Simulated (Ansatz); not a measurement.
**F2HOY: taking an electron away**

Aim: the vertical ionisation energy of F2HOY, as cation minus neutral at the neutral's geometry, on several levels, and how well −ε(HOMO) stands in for it.

The runs use Ansatz 0.2.0, Gaussian basis; unrestricted cation, the program's frozen cores in correlated methods.

Levels to be run: UKS PBE-D4/def2-TZVPP; UKS r2SCAN-D4/def2-TZVPP; UKS PBE0-D4/def2-TZVPP; UKS B3LYP-D4/def2-TZVPP; UKS wB97X-V/def2-TZVPP; UKS wB97M-V/def2-TZVPP; UKS B2PLYP/def2-TZVPP; UHF-CCSD(T)/def2-TZVPP; UHF-CCSD(T)/def2-QZVPP; extrapolation to the limit; then −ε(HOMO) from the neutral's earlier runs with LDA (SPW92), PBE-D4, revPBE-D4, BLYP-D4, r2SCAN-D4, B97M-V, PBE0-D4, B3LYP-D4, r2SCANh-D4, r2SCAN0-D4, HSE06-D4, BHLYP-D4, CAM-B3LYP-D4, LC-ωPBE, ωB97X-V, ωB97M-V.

### Step 1. Structure used throughout

An earlier PBE0-D4 in a triple-zeta def2 set relaxation fixed the geometry. Y takes the def2 core potential; no spin-orbit term is included.

SMILES `[OH][Y]([F])[F]`, 5 atoms, charge 0, spin multiplicity 1.

Atoms are counted from 1 here; the program's logs count them from 0.

Bond lengths: O1–Y2 2.010 Å, O1–H5 0.952 Å, Y2–F3 2.006 Å, Y2–F4 2.006 Å. Angles: Y2–O1–H5 180.0°, O1–Y2–F3 120.4°, O1–Y2–F4 120.5°, F3–Y2–F4 119.1°.

As a file:

```xyz
5
charge 0, multiplicity 1
O    -0.4605    1.2424   -0.5171
Y     0.1901   -0.5136    0.2141
F     1.6408   -0.5628    1.5990
F    -0.6016   -2.2400   -0.4316
H    -0.7688    2.0740   -0.8643
```

### Step 2. Cation, UKS PBE-D4/def2-TZVPP

The input, in.yaml:

```yaml
crystal:
  periodic: [false, false, false]
  atoms:
    - {symbol: O, position_ang: [-0.460547, 1.242381, -0.517136]}
    - {symbol: Y, position_ang: [0.190125, -0.513557, 0.214115]}
    - {symbol: F, position_ang: [1.640821, -0.562807, 1.598950]}
    - {symbol: F, position_ang: [-0.601580, -2.240008, -0.431634]}
    - {symbol: H, position_ang: [-0.768819, 2.074001, -0.864285]}
basis:
  gaussian: {orbitals: def2-TZVPP}
total_charge: 1
magnetization: {spin_polarized: true, initial_magnetization: 1}
hamiltonian: {xc: pbe, dispersion: d4}
```

On the command line:

```sh
> ansatz run in.yaml --threads 2 --pin off --events-out ev --progress --plain --max-ram 32768MiB --backend cpu
```

Further steps of the session: Cation, UKS r2SCAN-D4/def2-TZVPP; Cation, UKS PBE0-D4/def2-TZVPP; Cation, UKS B3LYP-D4/def2-TZVPP; Cation, UKS wB97X-V/def2-TZVPP; Cation, UKS wB97M-V/def2-TZVPP; Cation, UKS B2PLYP (frozen core)/def2-TZVPP; Cation, UHF-CCSD(T)/def2-TZVPP; Cation, UHF-CCSD(T)/def2-QZVPP.

Before running them: what should the planned runs give, taken together? Wanted: ionisation energy, CCSD(T)/CBS; nearest functional by difference; nearest −ε(HOMO); −ε(HOMO) of PBE; T1 of the cation.

**Answer**, as computed:

| quantity | value |
| --- | --- |
| ionisation energy, CCSD(T)/CBS | 11.72 eV |
| nearest functional by difference | ωB97X-V (-0.17 eV) |
| nearest −ε(HOMO) | LC-ωPBE (+0.02 eV) |
| −ε(HOMO) of PBE | 7.13 eV |
| T1 of the cation | 0.020 |

In words: By cation minus neutral, the functionals miss by 0.88 eV at most. −ε(HOMO) of PBE misses by 4.6 eV, since self-interaction lifts the level. Among orbital estimates LC-ωPBE comes nearest. Hartree-Fock falls 1.79 eV short, as the neutral has more correlation energy than the cation. The cation may have settled in a state other than its lowest; no search over hole states beyond the program's own was made. Correlated methods include outer-core shells of Y, which these sets cover unevenly.
